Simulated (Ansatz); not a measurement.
A first try at an all-electron equation of state of O, space group Fd-3m, using Ansatz 0.2.0 through its Python package.

`eos_lapw_o.py`:
```python
"""All-electron equation of state of O."""

import ansatz
from ase.eos import EquationOfState
from ase.units import GPa
import numpy as np

SETTINGS = {
    "kmesh": (8, 8, 8),
}

VECTORS = np.array([
    [0.0, 2.17085644, 2.17085644],
    [2.17085644, 0.0, 2.17085644],
    [2.17085644, 2.17085644, 0.0],
])
SITES = [
    ("O", [0.25, 0.25, 0.25]),
    ("O", [0.0, 0.0, 0.0]),
]


def build(cell):
    crystal = ansatz.Crystal(lattice=ansatz.Lattice.of(cell))
    for symbol, position in SITES:
        crystal = crystal.atom(symbol, position)
    return crystal


def main() -> None:
    volumes, energies = [], []
    for scale in np.linspace(0.94, 1.06, 7):
        cell = VECTORS * scale ** (1 / 3)
        base = (
            build(cell).calculation()
            .functional(ansatz.Functional.LDA)
            .occupations(ansatz.OccupationsMethod.FIXED)
            .kpoints(*SETTINGS["kmesh"])
            .pseudopotentials("all_electron", lapw=True, basis_error=0.002)
        )
        rep = base.run(threads=1).report
        volumes.append(abs(np.linalg.det(cell)) / len(SITES))
        energies.append(rep["free_energy_ev"] / len(SITES))
        print(f"{scale:.3f} {volumes[-1]:9.4f} A^3/atom {energies[-1]:16.5f} eV/atom  (estimated basis error {1000 * rep['lapw_basis_errors']['total_ev_per_atom']:.2f} meV/atom)")
    v0, e0, bulk = EquationOfState(volumes, energies, eos="birchmurnaghan").fit()
    print(f"V0 = {v0:.4f} A^3/atom, B0 = {bulk / GPa:.1f} GPa")


if __name__ == "__main__":
    main()
```

Output of `python eos_lapw_o.py`:
```text
RunWarning: iter 1: σ=0 fill of 8 bands saw a band overlap (occupied 4.1417 eV > unoccupied 2.9009 eV) — on an unconverged iterate often a transient of an unconverged empty band; one that stands at the close is told there (band_overlap_at_count); if the run [...]
RunWarning: a fill by count may have filled part of one level: at k-index 0 the highest filled band, 2.995852 eV, and the lowest empty band, 2.995852 eV, stand 1.643e-14 eV apart, within the solve's uncertainty, 3.162e-4 eV. If they are one level, whatever [...]
RunWarning: the bands overlap at the fill by count (8 filled at each k-point of a channel): the highest filled level, 4.238880 eV at k-index 4, stands 1.2430 eV over the lowest empty one, 2.995852 eV at k-index 0, so that a fill of the lowest levels lies [...]
0.940    9.6166 A^3/atom      -2031.67519 eV/atom  (estimated basis error 0.82 meV/atom)
0.960    9.8212 A^3/atom      -2031.68117 eV/atom  (estimated basis error 0.82 meV/atom)
0.980   10.0258 A^3/atom      -2031.68290 eV/atom  (estimated basis error 0.82 meV/atom)
1.000   10.2304 A^3/atom      -2031.68079 eV/atom  (estimated basis error 0.82 meV/atom)
1.020   10.4350 A^3/atom      -2031.67526 eV/atom  (estimated basis error 0.82 meV/atom)
1.040   10.6396 A^3/atom      -2031.66667 eV/atom  (estimated basis error 0.82 meV/atom)
1.060   10.8442 A^3/atom      -2031.65532 eV/atom  (estimated basis error 0.82 meV/atom)
V0 = 10.0118 A^3/atom, B0 = 147.4 GPa
```
(Warnings from the package without file and line, shortened, repeats left out.)

The script ran to its end, but the result can't be trusted. Why?

The fault: fixed occupations, though the bands overlap at this level of theory. The change:

Script `eos_lapw_o.py`:
```python
"""All-electron equation of state of O."""

import ansatz
from ase.eos import EquationOfState
from ase.units import GPa
import numpy as np

SETTINGS = {
    "occupations": "fermi_dirac",
    "width_ev": 0.05,
    "kmesh": (8, 8, 8),
}

VECTORS = np.array([
    [0.0, 2.17085644, 2.17085644],
    [2.17085644, 0.0, 2.17085644],
    [2.17085644, 2.17085644, 0.0],
])
SITES = [
    ("O", [0.25, 0.25, 0.25]),
    ("O", [0.0, 0.0, 0.0]),
]


def build(cell):
    crystal = ansatz.Crystal(lattice=ansatz.Lattice.of(cell))
    for symbol, position in SITES:
        crystal = crystal.atom(symbol, position)
    return crystal


def main() -> None:
    volumes, energies = [], []
    for scale in np.linspace(0.94, 1.06, 7):
        cell = VECTORS * scale ** (1 / 3)
        base = (
            build(cell).calculation()
            .functional(ansatz.Functional.LDA)
            .occupations(SETTINGS["occupations"], width=SETTINGS["width_ev"])
            .kpoints(*SETTINGS["kmesh"])
            .pseudopotentials("all_electron", lapw=True, basis_error=0.002)
        )
        rep = base.run(threads=1).report
        volumes.append(abs(np.linalg.det(cell)) / len(SITES))
        energies.append(rep["free_energy_ev"] / len(SITES))
        print(f"{scale:.3f} {volumes[-1]:9.4f} A^3/atom {energies[-1]:16.5f} eV/atom  (estimated basis error {1000 * rep['lapw_basis_errors']['total_ev_per_atom']:.2f} meV/atom)")
    v0, e0, bulk = EquationOfState(volumes, energies, eos="birchmurnaghan").fit()
    print(f"V0 = {v0:.4f} A^3/atom, B0 = {bulk / GPa:.1f} GPa")


if __name__ == "__main__":
    main()
```

The mended script runs so:

`python eos_lapw_o.py` gives:
```text
0.940    9.6166 A^3/atom      -2031.73746 eV/atom  (estimated basis error 0.82 meV/atom)
0.960    9.8212 A^3/atom      -2031.74055 eV/atom  (estimated basis error 0.82 meV/atom)
0.980   10.0258 A^3/atom      -2031.73956 eV/atom  (estimated basis error 0.82 meV/atom)
1.000   10.2304 A^3/atom      -2031.73492 eV/atom  (estimated basis error 0.82 meV/atom)
1.020   10.4350 A^3/atom      -2031.72700 eV/atom  (estimated basis error 0.82 meV/atom)
1.040   10.6396 A^3/atom      -2031.71615 eV/atom  (estimated basis error 0.82 meV/atom)
1.060   10.8442 A^3/atom      -2031.70268 eV/atom  (estimated basis error 0.82 meV/atom)
V0 = 9.8708 A^3/atom, B0 = 150.1 GPa
```

What to keep in mind:
- All-electron totals depend on functional, relativistic treatment and basis; only differences at equal settings carry meaning.
- For a metal this k-point mesh is coarse: on a finer one energies can move by several to tens of meV an atom and pressures by half a GPa or more, differences at one mesh by less.
- No spin polarisation was allowed.
- This isn't the structure that O takes at ambient conditions.
- Wall time of the script: 12 s on 1 thread of Arm Neoverse V2, with other jobs on the host, peak memory 0.29 GiB.
